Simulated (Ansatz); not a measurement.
# Molecular dynamics of W₄C₄N

input.yaml

```yaml
crystal:
  lattice:
    - [5.71026, 0.0, 0.0]
    - [-2.85513, 4.94523, 0.0]
    - [0.0, 0.0, 15.20453]
  atoms:
    - { symbol: W, position: [0.0, 0.0, 0.0657699] }
    - { symbol: C, position: [0.32610268, 0.17225252, 0.15727138] }
    - { symbol: W, position: [0.00864424, 0.00765366, 0.25536791] }
    - { symbol: C, position: [0.32279251, 0.16186088, 0.33057265] }
    - { symbol: W, position: [0.0, 0.5, 0.0657699] }
    - { symbol: C, position: [0.33097394, 0.65790732, 0.15014005] }
    - { symbol: W, position: [0.00084365, 0.49795204, 0.25506703] }
    - { symbol: C, position: [0.3430958, 0.66134742, 0.32650333] }
    - { symbol: W, position: [0.5, 0.0, 0.0657699] }
    - { symbol: C, position: [0.83725838, 0.17734216, 0.15322655] }
    - { symbol: W, position: [0.50929905, 0.01133823, 0.2558044] }
    - { symbol: C, position: [0.84893421, 0.17091976, 0.33068997] }
    - { symbol: W, position: [0.5, 0.5, 0.0657699] }
    - { symbol: C, position: [0.83379742, 0.65698532, 0.15482949] }
    - { symbol: W, position: [0.50671229, 0.49918599, 0.25509613] }
    - { symbol: C, position: [0.84291121, 0.67237146, 0.33585834] }
    - { symbol: "N", position: [0.65697565, 0.35173059, 0.56788862] }
    - { symbol: "N", position: [0.79815892, 0.5025135, 0.52201976] }
basis:
  ecutwfc: 420.0
kpoints:
  mp_grid: { grid: [2, 2, 1] }
hamiltonian:
  xc: pbe
  dispersion: d3bj
  pseudopotentials: { kind: paw, azcp: { folder: soft_1 } }
scf:
  occupations: { method: fermi_dirac, width: 0.05 }
  lower_state_search: "off"
md:
  timestep: 1
  n_steps: 140
  ensemble: nvt_langevin
  temperature: 1400.0
  initial_velocities: maxwell_boltzmann
  seed: 162703
  friction: 0.05
  constraints: [{ sites: [0, 4, 8, 12] }]
```

Command:

```bash
$ ansatz run input.yaml --threads 1 --pin off --max-ram 3072MiB --backend cpu --events-out ev --progress --plain --runs-dir out
```

It goes on from the last frame of an earlier run, with new velocities.

Output, in part (step lines):

```
md step     0: t =     0.00 fs  T =  1400.0 K  F+E_penalty+E_count = -85852.59120819 eV  E_kin = 2.533496 eV  (16 SCF iters)
[... lines left out ...]
```

The steps, from the saved trajectory:

| time (fs) | T (K) | potential energy less start (eV) |
| --- | --- | --- |
| 0 | 1400 | 0.000 |
| 4 | 1628 | 0.208 |
| 8 | 1523 | 0.570 |
| 12 | 1808 | 0.991 |
| 16 | 1814 | 1.211 |
| 20 | 1739 | 1.184 |
| 24 | 1804 | 1.278 |
| 28 | 1306 | 1.795 |
| 32 | 1241 | 1.725 |
| 36 | 1238 | 1.866 |
| 40 | 1206 | 1.933 |
| 44 | 1152 | 2.035 |
| 48 | 1623 | 2.007 |
| 52 | 1239 | 2.301 |
| 56 | 1035 | 2.706 |
| 60 | 947 | 2.852 |
| 64 | 1331 | 2.495 |
| 68 | 1552 | 2.136 |
| 72 | 1681 | 1.605 |
| 76 | 1436 | 1.793 |
| 80 | 1229 | 2.143 |
| 84 | 1193 | 1.942 |
| 88 | 1278 | 1.659 |
| 92 | 1711 | 1.294 |
| 96 | 1425 | 1.550 |
| 100 | 1408 | 1.482 |
| 104 | 1069 | 1.546 |
| 108 | 1272 | 1.503 |
| 112 | 1527 | 1.591 |
| 116 | 1554 | 1.858 |
| 120 | 1503 | 1.477 |
| 124 | 1807 | 0.948 |
| 128 | 1937 | 1.239 |
| 132 | 1567 | 1.560 |
| 136 | 1574 | 1.759 |
| 140 | 1610 | 1.870 |

All steps were run. A run of 0.14 ps of so small a system gives no equilibrium averages. Limits of this set-up: coarse k mesh, thin slab, slab without dipole correction.

Mean squared displacements from the first frame to the last: W 0.01 Å², C 0.05 Å², N 1.15 Å².

Last frame:

```xyz
18
Lattice="5.7103 0.0000 0.0000 -2.8551 4.9452 0.0000 0.0000 0.0000 15.2045" Properties=species:S:1:pos:R:3
W 0.000 0.000 1.000
C 1.447 0.739 2.253
W 0.009 -0.160 3.915
C 1.380 0.662 4.948
W -1.428 2.473 1.000
C 0.068 3.237 2.199
W -1.428 2.418 3.792
C -0.046 3.041 4.958
W 2.855 0.000 1.000
C 4.362 0.551 2.260
W 2.861 -0.101 3.969
C 4.345 0.608 5.144
W 1.428 2.473 1.000
C 2.712 3.163 2.252
W 1.500 2.378 3.828
C 2.697 3.260 5.078
N 3.031 2.905 8.786
N 3.622 3.251 7.931
```

The run took 19 min on 1 thread of Arm Neoverse V2, on a shared host, peak memory 0.73 GiB.
